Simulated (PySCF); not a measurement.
# Calcium: the same states on changed settings

Aim: see what changed settings do to total energies and their difference. The change: initial guess 1e, at most 50 SCF cycles. A sound run of the same states serves as the yardstick.

The numbers are computed with PySCF 2.14.0 (unrestricted determinants in a Gaussian basis, no spin-orbit coupling in the energies), except any that are marked as measured or tabulated.

## 1. The system

- Element: calcium (Z = 20)
- Basis: cc-pVDZ-X2C
- Hamiltonian: the spin-free X2C one-electron Hamiltonian (Gaussian nucleus)
- State 1: Ca²⁺: [Ar], closed-shell 1S
- State 2: Ca³⁺: [Ne] 3s2 3p5, 2P determinant
- Methods: UHF, LDA, TPSS, MP2, CCSD(T)
- Core shells frozen in the correlated runs: valence: [Ne] 3s2 (for Ca²⁺)

The outer shells:

Ca2+ [Ar]
```
[Ne] core
3s [↑↓]
3p [↑↓][↑↓][↑↓]
```

Ca3+ [Ne] 3s2 3p5
```
[Ne] core
3s [↑↓]
3p [↑↓][↑↓][↑ ]
```

The sound run (cc-pVDZ-X2C, scalar relativity by spin-free X2C-1e, symmetry-adapted start, fine grid, valence correlation) gave:

```
species             method  energy (hartree)
   Ca²⁺                UHF        -679.02301
   Ca²⁺                LDA        -677.90425
   Ca²⁺               TPSS        -679.81207
   Ca²⁺      MP2 (valence)        -679.08319
   Ca²⁺  CCSD(T) (valence)        -679.09103
   Ca³⁺                UHF        -677.16332
   Ca³⁺                LDA        -675.99170
   Ca³⁺               TPSS        -677.90622
   Ca³⁺      MP2 (valence)        -677.19881
   Ca³⁺  CCSD(T) (valence)        -677.20475
```

One driver process ran all states and methods and kept the integrals in memory. Each run is shown as a PySCF script that sums up its settings (the driver passes frozen orbitals as a list and adds second-order terms of double hybrids); the logs are those of the runs themselves.

It was started by

```
OMP_NUM_THREADS=1 python atomrun2.py TASK.json OUT
```

The integrals over 27 functions and the set-up took 0.06 s of CPU time.

## 2. Changed run, Ca²⁺

#### UHF

input.py

```python
from pyscf import gto, scf, dft, mp, cc
import basis_set_exchange as bse
mol = gto.M(atom="Ca 0 0 0", charge=2, spin=0, symmetry="D2h",
            basis=gto.basis.parse(bse.get_basis("cc-pVDZ-X2C", elements=["Ca"], fmt="nwchem", header=False)),
            nucmod="G")
mf = scf.UHF(mol).sfx2c1e()
mf.irrep_nelec = {'Ag': (3, 3), 'B1u': (2, 2), 'B2u': (2, 2), 'B3u': (2, 2)}
mf.init_guess = "1e"
mf.max_cycle = 50
mf.kernel()
```

What it wrote:

```text
damping factor = 0
level_shift factor = 0
DIIS = <class 'pyscf.scf.diis.CDIIS'>
diis_start_cycle = 1
diis_space = 10
diis_damp = 0
SCF conv_tol = 1e-09
SCF conv_tol_grad = None
number electrons alpha = 9  beta = 9
irrep_nelec {'Ag': (3, 3), 'B1g': (0, 0), 'B2g': (0, 0), 'B3g': (0, 0), 'B1u': (2, 2), 'B2u': (2, 2), 'B3u': (2, 2)}
alpha HOMO (B3u) = -1.78850385828456  LUMO (Ag) = -0.416933475800536
  HOMO = -1.78850385828  LUMO = -0.416933475801  gap/eV = 37.32233
cycle= 1 E= -679.015487641642  delta_E= -0.365  |g|= 0.11  |ddm|= 2.45
alpha HOMO (B3u) = -1.85815588330133  LUMO (Ag) = -0.413597213477644
  HOMO = -1.8581558833  LUMO = -0.413597213478  gap/eV = 39.30844
cycle= 2 E= -679.0229222305  delta_E= -0.00743  |g|= 0.012  |ddm|= 0.299
alpha HOMO (B3u) = -1.87936497092356  LUMO (Ag) = -0.41641015956284
  HOMO = -1.87936497092  LUMO = -0.416410159563  gap/eV = 39.80903
cycle= 3 E= -679.023007724066  delta_E= -8.55e-05  |g|= 0.000194  |ddm|= 0.0304
alpha HOMO (B3u) = -1.87943847323221  LUMO (Ag) = -0.41645752304466
  HOMO = -1.87943847323  LUMO = -0.416457523045  gap/eV = 39.80974
cycle= 4 E= -679.023007745438  delta_E= -2.14e-08  |g|= 9.42e-06  |ddm|= 0.000586
alpha HOMO (B3u) = -1.87943134896438  LUMO (Ag) = -0.416454739073075
  HOMO = -1.87943134896  LUMO = -0.416454739073  gap/eV = 39.80962
cycle= 5 E= -679.02300774549  delta_E= -5.24e-11  |g|= 2.76e-07  |ddm|= 9.63e-06
converged SCF energy = -679.02300774549  <S^2> = -3.5527137e-15  2S+1 = 1
```

Time after the integrals: 0.04 s (1 thread of Intel Xeon 6975P-C, shared host).

The occupied shells:

| shell | electrons | mean orbital energy (eV) | spread (eV) | rms radius (bohr) |
| --- | --- | --- | --- | --- |
| 1s | 2 | -4100.1 | 0 | 0.0888 |
| 2s | 2 | -476.74 | 0 | 0.393 |
| 2p | 6 | -386.30 | 0 | 0.362 |
| 3s | 2 | -76.180 | 0 | 1.24 |
| 3p | 6 | -51.142 | 0 | 1.37 |

⟨S²⟩ = 0.000, ⟨L²⟩ = 0.00.

#### LDA

input.py, as changed from the run before:

```diff
@@ -5,3 +5,3 @@
             nucmod="G")
-mf = scf.UHF(mol).sfx2c1e()
+mf = dft.UKS(mol, xc="LDA,VWN").sfx2c1e()
 mf.irrep_nelec = {'Ag': (3, 3), 'B1u': (2, 2), 'B2u': (2, 2), 'B3u': (2, 2)}
```

What it wrote:

```text
damping factor = 0
level_shift factor = 0
DIIS = <class 'pyscf.scf.diis.CDIIS'>
diis_start_cycle = 1
diis_space = 10
diis_damp = 0
SCF conv_tol = 1e-09
SCF conv_tol_grad = None
number electrons alpha = 9  beta = 9
irrep_nelec {'Ag': (3, 3), 'B1g': (0, 0), 'B2g': (0, 0), 'B3g': (0, 0), 'B1u': (2, 2), 'B2u': (2, 2), 'B3u': (2, 2)}
XC functionals = LDA,VWN
    P. A. M. Dirac.,  Math. Proc. Cambridge Philos. Soc. 26, 376 (1930)
    F. Bloch.,  Z. Phys. 57, 545 (1929)
    S. H. Vosko, L. Wilk, and M. Nusair.,  Can. J. Phys. 58, 1200 (1980)
alpha HOMO (B3u) = -1.49440429502109  LUMO (Ag) = -0.512109425927662
  HOMO = -1.49440429502  LUMO = -0.512109425928  gap/eV = 26.72960
cycle= 1 E= -677.90143956126  delta_E= -0.357  |g|= 0.0691  |ddm|= 2.96
alpha HOMO (B3u) = -1.60950365561947  LUMO (Ag) = -0.578467436007755
  HOMO = -1.60950365562  LUMO = -0.578467436008  gap/eV = 28.05592
cycle= 2 E= -677.904190570202  delta_E= -0.00275  |g|= 0.00962  |ddm|= 0.254
alpha HOMO (B3u) = -1.59199075324996  LUMO (Ag) = -0.567005954192544
  HOMO = -1.59199075325  LUMO = -0.567005954193  gap/eV = 27.89126
cycle= 3 E= -677.904247201193  delta_E= -5.66e-05  |g|= 3.09e-05  |ddm|= 0.0321
alpha HOMO (B3u) = -1.59194669869525  LUMO (Ag) = -0.566991266442276
  HOMO = -1.5919466987  LUMO = -0.566991266442  gap/eV = 27.89046
cycle= 4 E= -677.904247201823  delta_E= -6.3e-10  |g|= 2.53e-07  |ddm|= 0.000104
converged SCF energy = -677.904247201823  <S^2> = -1.7763568e-15  2S+1 = 1
```

It took 0.04 s on 1 thread of Intel Xeon 6975P-C, shared host, the integrals not counted.

#### TPSS

input.py, as changed from the run before:

```diff
@@ -5,3 +5,3 @@
             nucmod="G")
-mf = dft.UKS(mol, xc="LDA,VWN").sfx2c1e()
+mf = dft.UKS(mol, xc="TPSS").sfx2c1e()
 mf.irrep_nelec = {'Ag': (3, 3), 'B1u': (2, 2), 'B2u': (2, 2), 'B3u': (2, 2)}
```

What it wrote:

```text
damping factor = 0
level_shift factor = 0
DIIS = <class 'pyscf.scf.diis.CDIIS'>
diis_start_cycle = 1
diis_space = 10
diis_damp = 0
SCF conv_tol = 1e-09
SCF conv_tol_grad = None
number electrons alpha = 9  beta = 9
irrep_nelec {'Ag': (3, 3), 'B1g': (0, 0), 'B2g': (0, 0), 'B3g': (0, 0), 'B1u': (2, 2), 'B2u': (2, 2), 'B3u': (2, 2)}
XC functionals = TPSS
    J. Tao, J. P. Perdew, V. N. Staroverov, and G. E. Scuseria.,  Phys. Rev. Lett. 91, 146401 (2003)
    J. P. Perdew, J. Tao, V. N. Staroverov, and G. E. Scuseria.,  J. Chem. Phys. 120, 6898 (2004)
    J. Tao, J. P. Perdew, V. N. Staroverov, and G. E. Scuseria.,  Phys. Rev. Lett. 91, 146401 (2003)
    J. P. Perdew, J. Tao, V. N. Staroverov, and G. E. Scuseria.,  J. Chem. Phys. 120, 6898 (2004)
alpha HOMO (B3u) = -1.50586275818795  LUMO (Ag) = -0.513297994438574
  HOMO = -1.50586275819  LUMO = -0.513297994439  gap/eV = 27.00906
cycle= 1 E= -679.809370015889  delta_E= -0.349  |g|= 0.0676  |ddm|= 2.92
alpha HOMO (B3u) = -1.61643733477482  LUMO (Ag) = -0.565928938178016
  HOMO = -1.61643733477  LUMO = -0.565928938178  gap/eV = 28.58579
cycle= 2 E= -679.812014654357  delta_E= -0.00264  |g|= 0.00935  |ddm|= 0.249
alpha HOMO (B3u) = -1.59965994943574  LUMO (Ag) = -0.555335950378133
  HOMO = -1.59965994944  LUMO = -0.555335950378  gap/eV = 28.41750
cycle= 3 E= -679.812068391944  delta_E= -5.37e-05  |g|= 3.09e-05  |ddm|= 0.0312
alpha HOMO (B3u) = -1.59961797372737  LUMO (Ag) = -0.555329547856514
  HOMO = -1.59961797373  LUMO = -0.555329547857  gap/eV = 28.41654
cycle= 4 E= -679.812068392583  delta_E= -6.4e-10  |g|= 2.9e-07  |ddm|= 0.000104
converged SCF energy = -679.812068392583  <S^2> = -7.1054274e-15  2S+1 = 1
```

Time after the integrals: 0.19 s (1 thread of Intel Xeon 6975P-C, shared host).

#### MP2 (valence)

input.py, as changed from the run before:

```diff
@@ -5,3 +5,3 @@
             nucmod="G")
-mf = dft.UKS(mol, xc="TPSS").sfx2c1e()
+mf = scf.UHF(mol).sfx2c1e()
 mf.irrep_nelec = {'Ag': (3, 3), 'B1u': (2, 2), 'B2u': (2, 2), 'B3u': (2, 2)}
@@ -10 +10,2 @@
 mf.kernel()
+mp.UMP2(mf, frozen=6).kernel()
```

The driver printed no log here.

It took 0.01 s on 1 thread of Intel Xeon 6975P-C, shared host, the integrals not counted.

With 6 electrons correlated, the MP2 correlation energy is -0.06018 hartree (-0.01922 same spin, -0.04096 opposite spin); the SCS form gives -0.05556. Largest pairs of shells: 3p-3p -0.0602.

#### CCSD(T) (valence)

input.py, as changed from the run before:

```diff
@@ -10,2 +10,3 @@
 mf.kernel()
-mp.UMP2(mf, frozen=6).kernel()
+mycc = cc.CCSD(mf, frozen=6).run()
+mycc.ccsd_t()
```

What it wrote:

```text
CC2 = 0
CCSD nocc = 3, nmo = 21
frozen orbitals [0, 1, 2, 3, 4, 5]
max_cycle = 100
direct = 0
conv_tol = 1e-08
conv_tol_normt = 1e-06
diis_space = 8
diis_start_cycle = 0
Init t2, MP2 energy = -679.083190358715  E_corr(MP2) -0.0601826132245458
Init E_corr(CCSD) = -0.060182613224586
cycle = 1  E_corr(CCSD) = -0.0669166897679599  dE = -0.00673407654  norm(t1,t2) = 0.0132587
cycle = 2  E_corr(CCSD) = -0.0677591444930959  dE = -0.000842454725  norm(t1,t2) = 0.00246436
cycle = 3  E_corr(CCSD) = -0.0679242646869918  dE = -0.000165120194  norm(t1,t2) = 0.000587808
cycle = 4  E_corr(CCSD) = -0.0679191147865409  dE = 5.14990045e-06  norm(t1,t2) = 4.12386e-05
cycle = 5  E_corr(CCSD) = -0.0679193182357764  dE = -2.03449235e-07  norm(t1,t2) = 2.58358e-06
cycle = 6  E_corr(CCSD) = -0.0679193634756445  dE = -4.52398681e-08  norm(t1,t2) = 3.02232e-07
cycle = 7  E_corr(CCSD) = -0.0679193633436806  dE = 1.31963884e-10  norm(t1,t2) = 1.7954e-08
CCSD converged
E(CCSD) = -679.090927108834  E_corr = -0.06791936334368058
CCSD(T) correction = -0.000105450133302366
```

It took 0.05 s on 1 thread of Intel Xeon 6975P-C, shared host, the integrals not counted.

CCSD correlation -0.06792 hartree, triples -0.00011; total -679.091033. T1 = 0.002, largest double amplitude 0.029.

## 3. Changed run, Ca³⁺, method by method

#### UHF

input.py

```python
from pyscf import gto, scf, dft, mp, cc
import basis_set_exchange as bse
mol = gto.M(atom="Ca 0 0 0", charge=3, spin=1, symmetry="D2h",
            basis=gto.basis.parse(bse.get_basis("cc-pVDZ-X2C", elements=["Ca"], fmt="nwchem", header=False)),
            nucmod="G")
mf = scf.UHF(mol).sfx2c1e()
mf.irrep_nelec = {'Ag': (3, 3), 'B1u': (2, 2), 'B2u': (2, 2), 'B3u': (2, 1)}
mf.init_guess = "1e"
mf.max_cycle = 50
mf.kernel()
```

What it wrote:

```text
damping factor = 0
level_shift factor = 0
DIIS = <class 'pyscf.scf.diis.CDIIS'>
diis_start_cycle = 1
diis_space = 10
diis_damp = 0
SCF conv_tol = 1e-09
SCF conv_tol_grad = None
number electrons alpha = 9  beta = 8
irrep_nelec {'Ag': (3, 3), 'B1g': (0, 0), 'B2g': (0, 0), 'B3g': (0, 0), 'B1u': (2, 2), 'B2u': (2, 2), 'B3u': (2, 1)}
alpha HOMO (B2u) = -2.48826299013051  LUMO (Ag) = -0.831410224786982
  HOMO = -2.44263377137  LUMO = -1.80733878741  gap/eV = 17.28726
cycle= 1 E= -677.158357547569  delta_E= -0.412  |g|= 0.127  |ddm|= 1.91
alpha HOMO (B2u) = -2.52896051936051  LUMO (Ag) = -0.854451904433982
  HOMO = -2.48896369405  LUMO = -1.83231051208  gap/eV = 17.86844
cycle= 2 E= -677.163253276044  delta_E= -0.0049  |g|= 0.0119  |ddm|= 0.207
alpha HOMO (B2u) = -2.53933192216824  LUMO (Ag) = -0.861928176627472
  HOMO = -2.50053644191  LUMO = -1.84311083215  gap/eV = 17.88946
cycle= 3 E= -677.163315191696  delta_E= -6.19e-05  |g|= 0.000719  |ddm|= 0.0236
alpha HOMO (B2u) = -2.5396487314091  LUMO (Ag) = -0.862264011896382
  HOMO = -2.50102401817  LUMO = -1.84344155317  gap/eV = 17.89373
cycle= 4 E= -677.163315409621  delta_E= -2.18e-07  |g|= 6.88e-05  |ddm|= 0.000867
alpha HOMO (B2u) = -2.53962362326809  LUMO (Ag) = -0.862257751252589
  HOMO = -2.50102261493  LUMO = -1.8434015481  gap/eV = 17.89478
cycle= 5 E= -677.163315411957  delta_E= -2.34e-09  |g|= 2.61e-06  |ddm|= 7.86e-05
alpha HOMO (B2u) = -2.53962323232679  LUMO (Ag) = -0.862257948717745
  HOMO = -2.50102290858  LUMO = -1.8434010463  gap/eV = 17.89480
cycle= 6 E= -677.163315411961  delta_E= -3.18e-12  |g|= 7.48e-08  |ddm|= 4.4e-06
converged SCF energy = -677.163315411961  <S^2> = 0.75311907  2S+1 = 2.0031166
```

Time after the integrals: 0.05 s (1 thread of Intel Xeon 6975P-C, shared host).

Orbital energies by shell (radii are means over both spins):

```csv
shell,electrons,mean orbital energy (eV),spread (eV),rms radius (bohr)
1s α,1,-4126.8,0,0.0888
1s β,1,-4126.3,0,0.0888
2s α,1,-501.05,0,0.392
2s β,1,-500.57,0,0.392
2p α,3,-410.94,1.160,0.362
2p β,3,-410.06,0.749,0.362
3s α,1,-95.859,0,1.22
3s β,1,-91.266,0,1.22
3p α,3,-69.999,2.676,1.34
3p β,2,-68.056,0,1.34
```

⟨S²⟩ = 0.753, ⟨L²⟩ = 2.01.

#### LDA

input.py, as changed from the run before:

```diff
@@ -5,3 +5,3 @@
             nucmod="G")
-mf = scf.UHF(mol).sfx2c1e()
+mf = dft.UKS(mol, xc="LDA,VWN").sfx2c1e()
 mf.irrep_nelec = {'Ag': (3, 3), 'B1u': (2, 2), 'B2u': (2, 2), 'B3u': (2, 1)}
```

What it wrote:

```text
damping factor = 0
level_shift factor = 0
DIIS = <class 'pyscf.scf.diis.CDIIS'>
diis_start_cycle = 1
diis_space = 10
diis_damp = 0
SCF conv_tol = 1e-09
SCF conv_tol_grad = None
number electrons alpha = 9  beta = 8
irrep_nelec {'Ag': (3, 3), 'B1g': (0, 0), 'B2g': (0, 0), 'B3g': (0, 0), 'B1u': (2, 2), 'B2u': (2, 2), 'B3u': (2, 1)}
XC functionals = LDA,VWN
    P. A. M. Dirac.,  Math. Proc. Cambridge Philos. Soc. 26, 376 (1930)
    F. Bloch.,  Z. Phys. 57, 545 (1929)
    S. H. Vosko, L. Wilk, and M. Nusair.,  Can. J. Phys. 58, 1200 (1980)
alpha HOMO (B2u) = -2.1868916158955  LUMO (Ag) = -1.07736797846356

WARN: HOMO -2.15875428173313 >= LUMO -2.1772549090255

cycle= 1 E= -675.991221727279  delta_E= -0.405  |g|= 0.0413  |ddm|= 2.19
alpha HOMO (B2u) = -2.24963181944591  LUMO (Ag) = -1.10945141161413

WARN: HOMO -2.22262326477773 >= LUMO -2.2366683065627

cycle= 2 E= -675.991698414249  delta_E= -0.000477  |g|= 0.00226  |ddm|= 0.0829
alpha HOMO (B2u) = -2.2448973070214  LUMO (Ag) = -1.10645487043085

WARN: HOMO -2.21786205324344 >= LUMO -2.23227989267766

cycle= 3 E= -675.991700315  delta_E= -1.9e-06  |g|= 1.77e-05  |ddm|= 0.00517
alpha HOMO (B2u) = -2.24494149586186  LUMO (Ag) = -1.10648360981955

WARN: HOMO -2.21790739283655 >= LUMO -2.23231682176008

cycle= 4 E= -675.99170031515  delta_E= -1.51e-10  |g|= 1.69e-07  |ddm|= 4.41e-05
converged SCF energy = -675.99170031515  <S^2> = 0.75037333  2S+1 = 2.0003733
```

Time after the integrals: 0.05 s (1 thread of Intel Xeon 6975P-C, shared host).

#### TPSS

input.py, as changed from the run before:

```diff
@@ -5,3 +5,3 @@
             nucmod="G")
-mf = dft.UKS(mol, xc="LDA,VWN").sfx2c1e()
+mf = dft.UKS(mol, xc="TPSS").sfx2c1e()
 mf.irrep_nelec = {'Ag': (3, 3), 'B1u': (2, 2), 'B2u': (2, 2), 'B3u': (2, 1)}
```

What it wrote:

```text
damping factor = 0
level_shift factor = 0
DIIS = <class 'pyscf.scf.diis.CDIIS'>
diis_start_cycle = 1
diis_space = 10
diis_damp = 0
SCF conv_tol = 1e-09
SCF conv_tol_grad = None
number electrons alpha = 9  beta = 8
irrep_nelec {'Ag': (3, 3), 'B1g': (0, 0), 'B2g': (0, 0), 'B3g': (0, 0), 'B1u': (2, 2), 'B2u': (2, 2), 'B3u': (2, 1)}
XC functionals = TPSS
    J. Tao, J. P. Perdew, V. N. Staroverov, and G. E. Scuseria.,  Phys. Rev. Lett. 91, 146401 (2003)
    J. P. Perdew, J. Tao, V. N. Staroverov, and G. E. Scuseria.,  J. Chem. Phys. 120, 6898 (2004)
    J. Tao, J. P. Perdew, V. N. Staroverov, and G. E. Scuseria.,  Phys. Rev. Lett. 91, 146401 (2003)
    J. P. Perdew, J. Tao, V. N. Staroverov, and G. E. Scuseria.,  J. Chem. Phys. 120, 6898 (2004)
alpha HOMO (B2u) = -2.19827933276808  LUMO (Ag) = -1.07249416986742
  HOMO = -2.17211882187  LUMO = -2.15390298053  gap/eV = 0.49568
cycle= 1 E= -677.905782226367  delta_E= -0.397  |g|= 0.0382  |ddm|= 2.16
alpha HOMO (B2u) = -2.2578260405921  LUMO (Ag) = -1.10251844140784
  HOMO = -2.2333880355  LUMO = -2.20971264483  gap/eV = 0.64424
cycle= 2 E= -677.906222756277  delta_E= -0.000441  |g|= 0.0021  |ddm|= 0.0815
alpha HOMO (B2u) = -2.25335470903762  LUMO (Ag) = -1.09971782890261
  HOMO = -2.22890758987  LUMO = -2.20543522629  gap/eV = 0.63872
cycle= 3 E= -677.906224475221  delta_E= -1.72e-06  |g|= 1.58e-05  |ddm|= 0.00499
alpha HOMO (B2u) = -2.25338970055722  LUMO (Ag) = -1.09974830583014
  HOMO = -2.22894710703  LUMO = -2.20546472221  gap/eV = 0.63899
cycle= 4 E= -677.90622447534  delta_E= -1.19e-10  |g|= 2.93e-07  |ddm|= 4.01e-05
converged SCF energy = -677.90622447534  <S^2> = 0.75096004  2S+1 = 2.0009598
```

It took 0.24 s on 1 thread of Intel Xeon 6975P-C, shared host, the integrals not counted.

#### MP2 (valence)

input.py, as changed from the run before:

```diff
@@ -5,3 +5,3 @@
             nucmod="G")
-mf = dft.UKS(mol, xc="TPSS").sfx2c1e()
+mf = scf.UHF(mol).sfx2c1e()
 mf.irrep_nelec = {'Ag': (3, 3), 'B1u': (2, 2), 'B2u': (2, 2), 'B3u': (2, 1)}
@@ -10 +10,2 @@
 mf.kernel()
+mp.UMP2(mf, frozen=6).kernel()
```

No log was kept for this step.

It took 0.01 s on 1 thread of Intel Xeon 6975P-C, shared host, the integrals not counted.

With 5 electrons correlated, the MP2 correlation energy is -0.03550 hartree (-0.01136 same spin, -0.02414 opposite spin); the SCS form gives -0.03275. Largest pairs of shells: 3p-3p -0.0355.

#### CCSD(T) (valence)

input.py, as changed from the run before:

```diff
@@ -10,2 +10,3 @@
 mf.kernel()
-mp.UMP2(mf, frozen=6).kernel()
+mycc = cc.CCSD(mf, frozen=6).run()
+mycc.ccsd_t()
```

What it wrote:

```text
CC2 = 0
CCSD nocc = (np.int64(3), np.int64(2)), nmo = (21, 21)
frozen orbitals [[0, 1, 2, 3, 4, 5], [0, 1, 2, 3, 4, 5]]
max_cycle = 100
direct = 0
conv_tol = 1e-08
conv_tol_normt = 1e-06
diis_space = 8
diis_start_cycle = 0
Init t2, MP2 energy = -0.0354954488527866
Init E_corr(UCCSD) = -0.035495448852787
cycle = 1  E_corr(UCCSD) = -0.0405132907669277  dE = -0.00501784191  norm(t1,t2) = 0.0150549
cycle = 2  E_corr(UCCSD) = -0.0412530709320412  dE = -0.000739780165  norm(t1,t2) = 0.00258478
cycle = 3  E_corr(UCCSD) = -0.0414002792567339  dE = -0.000147208325  norm(t1,t2) = 0.000561985
cycle = 4  E_corr(UCCSD) = -0.0413978253266822  dE = 2.45393005e-06  norm(t1,t2) = 6.2727e-05
cycle = 5  E_corr(UCCSD) = -0.0413979325174337  dE = -1.07190751e-07  norm(t1,t2) = 6.18641e-06
cycle = 6  E_corr(UCCSD) = -0.0413979161031113  dE = 1.64143224e-08  norm(t1,t2) = 6.77881e-07
cycle = 7  E_corr(UCCSD) = -0.0413979157756912  dE = 3.27420119e-10  norm(t1,t2) = 6.2174e-08
UCCSD converged
E(UCCSD) = -677.2047133277363  E_corr = -0.04139791577569122
UCCSD(T) correction = -3.67806395086476e-05
```

It took 0.08 s on 1 thread of Intel Xeon 6975P-C, shared host, the integrals not counted.

CCSD correlation -0.04140 hartree, triples -0.00004; total -677.204750. T1 = 0.001, largest double amplitude 0.027.

## 4. What moved

| species | method | converged | energy less sound run (eV) |
| --- | --- | --- | --- |
| Ca²⁺ | UHF | yes | +0.0000 |
| Ca²⁺ | LDA | yes | +0.0000 |
| Ca²⁺ | TPSS | yes | -0.0000 |
| Ca²⁺ | MP2 (valence) | yes | -0.0000 |
| Ca²⁺ | CCSD(T) (valence) | yes | +0.0000 |
| Ca³⁺ | UHF | yes | -0.0000 |
| Ca³⁺ | LDA | yes | +0.0000 |
| Ca³⁺ | TPSS | yes | +0.0000 |
| Ca³⁺ | MP2 (valence) | yes | -0.0000 |
| Ca³⁺ | CCSD(T) (valence) | yes | -0.0000 |

Ionisation energy of Ca²⁺:

| method | sound run (eV) | changed run (eV) | shift (eV) |
| --- | --- | --- | --- |
| UHF | 50.605 | 50.605 | -0.000 |
| LDA | 52.043 | 52.043 | -0.000 |
| TPSS | 51.861 | 51.861 | +0.000 |
| MP2 | 51.277 | 51.277 | -0.000 |
| SCS-MP2 | 51.225 | 51.225 | -0.000 |
| CCSD | 51.326 | 51.326 | -0.000 |
| CCSD(T) | 51.328 | 51.328 | -0.000 |

## 5. Results

| quantity | value |
| --- | --- |
| change | initial guess 1e, at most 50 SCF cycles |
| runs converged | 10 of 10 |
| largest shift of a converged total energy | 0.000 eV |
| largest shift of the ionisation energy | -0.000 eV (CCSD) |

**Reading.** The difference hardly moves. Here the plain start reaches the same solutions.
